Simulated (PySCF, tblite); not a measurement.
# C₇H₁₁BN₂: geometry, infrared bands and NMR shifts

What infrared bands and NMR shifts should C₇H₁₁BN₂ (`CB(N)Nc1ccccc1`) show?

The runs use tblite 0.8.0 and PySCF 2.14.0, with density-fitted response routines of our own; the level of theory stands in each step. All values are computed, except where a source is named. Atoms are numbered from 0 throughout.

### Step 1. The molecule as given

21 atoms, charge 0, multiplicity 1; geometry from: force field or distance geometry start.

Bonds of the start (Å): C0–B1 1.61, B1–N2 1.53, B1–N3 1.53, N3–C4 1.41, C4–C5 1.38, C5–C6 1.39, C6–C7 1.40, C7–C8 1.38, C8–C9 1.40, C9–C4 1.38, C0–H10 1.11, C0–H11 1.13, C0–H12 1.10, N2–H13 1.05, N2–H14 1.05, N3–H15 1.06, C5–H16 1.10, C6–H17 1.10, C7–H18 1.08, C8–H19 1.09, C9–H20 1.08.

### Step 2. Relaxing the molecule with GFN2-xTB

What the job is given:

```
{"job": {"kind": "relax", "xc": "GFN2-xTB", "basis": "xTB"}, "charge": 0, "multiplicity": 1}
C     -2.759700     0.816300     0.961500
B     -1.972200     0.162000    -0.276000
N     -2.819500    -0.255500    -1.482100
N     -0.814600    -0.737000     0.157700
C      0.557300    -0.402900     0.095000
C      1.232000    -0.152400     1.273000
C      2.584200     0.158500     1.213900
C      3.260600     0.222400    -0.005400
C      2.573600    -0.031600    -1.176800
C      1.207300    -0.340600    -1.122700
H     -2.512400     0.307100     1.916500
H     -3.869100     0.693600     0.806700
H     -2.523500     1.892500     0.981100
H     -2.607500     0.440800    -2.240800
H     -2.499100    -1.185300    -1.843800
H     -1.054000    -1.690000     0.561200
H      0.704200    -0.198200     2.241200
H      3.158100     0.347600     2.133600
H      4.314300     0.458800    -0.008800
H      3.120900     0.030800    -2.115800
H      0.710200    -0.520000    -2.069700
```

The run is started by

```console
$ OMP_NUM_THREADS=1 python probes_run.py task.json out
```

The driver reads the jobs from task.json and runs them one after another.

**Question.** This job is followed by: GFN2-xTB harmonic vibrations, gas phase; GIAO PBE0/pcSseg-1 NMR shielding, non-relativistic, gas phase. Predict these results of the whole session: strongest single infrared mode (GFN2-xTB); zero-point energy (GFN2-xTB); 13C shifts against TMS (PBE0/pcSseg-1, means over atoms taken as alike); 1H shifts against TMS (PBE0/pcSseg-1, means over atoms taken as alike); 11B shifts against BF3·OEt2 (PBE0/pcSseg-1); 15N shifts against NH3 (PBE0/pcSseg-1); surface potential, 1st and 99th percentile.

As calculated:

```
                                                               quantity                                   value
                              strongest single infrared mode (GFN2-xTB)                   1388 cm⁻¹, 455 km/mol
                                           zero-point energy (GFN2-xTB)                          107.7 kcal/mol
13C shifts against TMS (PBE0/pcSseg-1, means over atoms taken as alike)     151.3, 135.1, 124.3, 122.6, 2.2 ppm
 1H shifts against TMS (PBE0/pcSseg-1, means over atoms taken as alike)  7.52, 7.13, 7.03, 4.59, 3.17, 0.24 ppm
                            11B shifts against BF3·OEt2 (PBE0/pcSseg-1)                                27.3 ppm
                                 15N shifts against NH3 (PBE0/pcSseg-1)                         119.9, 77.0 ppm
                                  surface potential, 1st and 99th percentile                      -0.89 V and 1.57 V
```

**Reading.** Relaxing lowered the energy by 2.285 eV in 145 steps; the close pair that moved most is B1–N2, from 1.532 to 1.396 Å. All 57 modes are real, so the xTB geometry is a minimum. The strongest single mode, at 1388 cm⁻¹, is spread over several atoms, N3, H15, B1, C6 among them. Unscaled tight-binding wavenumbers are off by several per cent, some by more. Its intensities can rank the bands wrongly. At PBE0/pcSseg-1: The widest tensor belongs to C6, C8: span 236 ppm, with a paramagnetic part of -201 ppm. NICS(1)zz of -26 ppm above the planar ring from C4 marks a diatropic (aromatic) ring current.
